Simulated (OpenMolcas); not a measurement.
# Re⁴⁺ among point charges: CASSCF and CASPT2 levels and susceptibility

How does a field of 5 point charges split the states of Re⁴⁺, and what χT follows?

Method: state-averaged CASSCF and CASPT2, spin-orbit coupling by RASSI with atomic mean-field integrals. Code: OpenMolcas 26.06.

## Step 1: The system

| Item | Value |
| --- | --- |
| Species | Re⁴⁺ (rhenium, Z = 75, 71 electrons) |
| Basis | ANO-RCC-VDZP [7s6p4d2f1g], 68 functions |
| Scalar Hamiltonian | DKH2, point nucleus |
| Inactive shells | 1s 2s 2p 3s 3p 3d 4s 4p 4d 4f 5s 5p |
| Active space | 3 electrons in 5 orbitals (5d) |
| Some configurations of this space | 5d3 |
| Orbitals | optimised for each spin and parity, averaged over all roots |

The outer shells:

5d3
```
5d [↑ ][↑ ][↑ ][  ][  ]
```

The ion sits among 5 point charges of -2 e arranged as a trigonal bipyramid (D3h), 2.02 Å from the ion, with the axial distance 2.121 Å.

The work runs as a chain of OpenMolcas steps in one folder; each step below is one input file. Labels, J, g values, rates, χT and fits are worked out afterwards by a script from the matrices that RASSI stores.

## Step 2: Basis and integrals

File a.inp:

```
&GATEWAY
Coord
1

Re 0.0 0.0 0.0
Basis=ANO-RCC-VDZP
Group=NoSym
NoMove
AngMom=0.0 0.0 0.0
AMFI
XField
5 Angstrom 0
2.020000 0.000000 0.000000 -2.000000
-1.010000 1.749371 0.000000 -2.000000
-1.010000 -1.749371 0.000000 -2.000000
0.000000 0.000000 2.121000 -2.000000
0.000000 0.000000 -2.121000 -2.000000
&SEWARD
```

On the command line:

```
OMP_NUM_THREADS=1 MOLCAS_MEM=1689 MOLCAS_PROJECT=a pymolcas a.inp > a.log
```

## Step 3: Reference wave functions, quartets, 10 roots

File a.inp:

```
&RASSCF
FileOrb=start.orb
Symmetry=1
Spin=4
nActEl=3 0 0
Inactive=34
Ras2=5
CIRoot=10 10 1
SDav=10
CIMx=300
Iter=120 100
PrWF=0.3
OrbListing=Nothing
MaxOrb=0
>>> COPY $Project.JobIph JOB001
```

start.orb holds the contracted functions of the basis, ordered by shell, or the orbitals of the step before.

## Step 4: Reference wave functions, doublets, 40 roots

File a.inp:

```
&RASSCF
FileOrb=start.orb
Symmetry=1
Spin=2
nActEl=3 0 0
Inactive=34
Ras2=5
CIRoot=40 40 1
SDav=40
CIMx=300
Iter=120 100
PrWF=0.3
OrbListing=Nothing
MaxOrb=0
>>> COPY $Project.JobIph JOB002
```

## Step 5: RASSI: spin-orbit coupling between the states

File a.inp:

```
&RASSI
NrOfJobIphs=2 10 40
1 2 3 4 5 6 7 8 9 10
1 2 3 4 5 6 7 8 9 10 11 12 13 14 15 16 17 18 19 20 21 22 23 24 25 26 27
28 29 30 31 32 33 34 35 36 37 38 39 40
IphNames
JOB001
JOB002
EJob
SpinOrbit
DIPRint=1.0
SOCoupling=1000.0
Subsets=2
Property=9
'ANGMOM' 1 'ANGMOM' 2 'ANGMOM' 3 'MLTPL  1' 1 'MLTPL  1' 2 'MLTPL  1' 3
'AMFI' 1 'AMFI' 2 'AMFI' 3
SOProperty=3
'ANGMOM' 1 'ANGMOM' 2 'ANGMOM' 3
```

## Step 6: CASPT2: IPEA 0.25, imaginary shift 0.1 (closed shells correlated: 4f 5s 5p)

File a.inp:

```
>>> COPY JOB001 $Project.JobIph
&CASPT2
Multistate=10 1 2 3 4 5 6 7 8 9 10
NoMult
Frozen=23
IPEA=0.25
Imaginary=0.1
MaxIter=60
WThr=0.0 0.3 0.05
PrWF=0.5
NoMix
>>> COPY JOB002 $Project.JobIph
&CASPT2
Multistate=40 1 2 3 4 5 6 7 8 9 10 11 12 13 14 15 16 17 18 19 20 21 22
23 24 25 26 27 28 29 30 31 32 33 34 35 36 37 38 39 40
NoMult
Frozen=23
IPEA=0.25
Imaginary=0.1
MaxIter=60
WThr=0.0 0.3 0.05
PrWF=0.5
NoMix
```

(Steps that only read results are left out.)

Q: Predict the outcome of this session. Wanted: spin-free ground state; first state of the same spin within the active space; lowest level; next level.

The runs gave:

| quantity | value |
| --- | --- |
| method | SS-CASPT2, IPEA 0.25, imaginary shift 0.1 (closed shells correlated: 4f 5s 5p) |
| spin-free ground state | 4E, 2-fold in its orbital part |
| first state of the same spin within the active space | 4E at 4790 cm⁻¹ |
| lowest level | 2-fold E1/2, g = 0.83, 0.83, 1.16 |
| next level | 1182.4 cm⁻¹ |
| χT at 300 K | 0.12 cm³ K/mol |
| effective moment at 300 K | 0.99 μB |

Cost by method:

| method | time of its own steps | time with the reference |
| --- | --- | --- |
| A. CASSCF | 13 s | 13 s |
| B. SS-CASPT2, IPEA 0.25, imaginary shift 0.1, +4f 5s 5p | 18 s | 31 s |

Times are of one thread on a shared host.

What this shows: The spin-free ground state (4E) comes to 100 % from free-ion F terms and keeps the highest spin of the shell. χT at 300 K is 0.12, against 1.88 cm³ K/mol for the spin alone, so spin-orbit coupling lowers it. CASPT2 does not keep the components of a term degenerate, and the means are used. The field of point charges can differ much from that of real complexes. Point charges carry no covalency, so the field is a model and not that of real ligands.
